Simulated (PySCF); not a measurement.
# From one method to the next for LiCd

Aim: see what other levels and later steps give for LiCd.

Method: method and basis as typed in the scripts; program: PySCF 2.14.0.

5 further runs of the same task are left out: 5 that didn't finish.

## 1. The system as given

LiCd: 2 atoms, charge 0, spin multiplicity 2.

Bond lengths: Li1–Cd2 2.685 Å.

## 2. The run that the others are compared with

Input file input.py:

```python
from pyscf import gto, scf

mol = gto.M(
    atom='Li 0 0 0; Cd 0 0 2.685',
    basis='def2-svpd',
    ecp={'Cd': 'def2-svpd'},
    charge=0,
    spin=1,
    verbose=3,
)
mf = scf.ROHF(mol)
mf.kernel()
mf.mulliken_pop()
mf.dip_moment()
print('orbital energies (hartree):', mf.mo_energy[..., max(0, mol.nelec[1]-3):mol.nelec[0]+3].round(4))
```

Started as:

```sh
$ OMP_NUM_THREADS=1 python input.py
```

## 3. MP2 (UHF)

Variant 1 changes step after the SCF: analyze → mp2; SCF type: ROHF → UHF.

Input file input.py:

```python
from pyscf import gto, scf, mp

mol = gto.M(
    atom='Li 0 0 0; Cd 0 0 2.685',
    basis='def2-svpd',
    ecp={'Cd': 'def2-svpd'},
    charge=0,
    spin=1,
    verbose=3,
)
mf = scf.UHF(mol)
mf.kernel()
mp.MP2(mf).kernel()
mf.dip_moment()
print('orbital energies (hartree):', [e[max(0, n-3):n+3].round(4) for e, n in zip(mf.mo_energy, mol.nelec)])
```

## 4. Mn15 (ROKS)

Variant 2 changes functional: none (Hartree–Fock) → mn15; SCF type: ROHF → ROKS.

Changes to input.py since step 2:

```diff
@@ -1,2 +1,2 @@
-from pyscf import gto, scf
+from pyscf import gto, dft
 
@@ -10,3 +10,3 @@
 )
-mf = scf.ROHF(mol)
+mf = dft.ROKS(mol, xc='mn15')
 mf.kernel()
```

## 5. SCF alone

Variant 3 changes step after the SCF: analyze → none.

Changes to input.py since step 2:

```diff
@@ -12,3 +12,2 @@
 mf.kernel()
-mf.mulliken_pop()
 mf.dip_moment()
```

## 6. Stability test (UHF)

Variant 4 changes step after the SCF: analyze → stability; SCF type: ROHF → UHF.

Input file input.py:

```python
from pyscf import gto, scf

mol = gto.M(
    atom='Li 0 0 0; Cd 0 0 2.685',
    basis='def2-svpd',
    ecp={'Cd': 'def2-svpd'},
    charge=0,
    spin=1,
    verbose=3,
)
mf = scf.UHF(mol)
mf.kernel()
mf.stability(internal=True, external=True)
mf.dip_moment()
print('orbital energies (hartree):', [e[max(0, n-3):n+3].round(4) for e, n in zip(mf.mo_energy, mol.nelec)])
```

## 7. X3lyp (ROKS)

Variant 5 changes functional: none (Hartree–Fock) → x3lyp; SCF type: ROHF → ROKS.

Changes to input.py since step 2:

```diff
@@ -1,2 +1,2 @@
-from pyscf import gto, scf
+from pyscf import gto, dft
 
@@ -10,3 +10,3 @@
 )
-mf = scf.ROHF(mol)
+mf = dft.ROKS(mol, xc='x3lyp')
 mf.kernel()
```

What does the calculation give? Wanted: for each run, E(SCF); from base; SCF dipole; after the SCF.

**Answer**, as computed:

| run | E(SCF) (hartree) | from base (eV) | SCF dipole (D) | after the SCF |
| --- | --- | --- | --- | --- |
| base | -174.260728 | 0 | 1.78 | n/a |
| MP2 (UHF) | -174.263375 | -0.0720 | 0.53 | MP2 correlation -10.321 eV |
| mn15 (ROKS) | -174.880133 | not comparable | 2.15 | n/a |
| SCF alone | -174.260728 | 0.0000 | 1.78 | n/a |
| stability test (UHF) | -174.263375 | -0.0720 | 0.53 | stable |
| x3lyp (ROKS) | -175.224568 | not comparable | 0.14 | n/a |

What this shows: Total energies of different functionals can't be compared with each other; differences within one functional can. The dearest run is “mn15 (ROKS)”, at 5.1 s against 0.83 s.
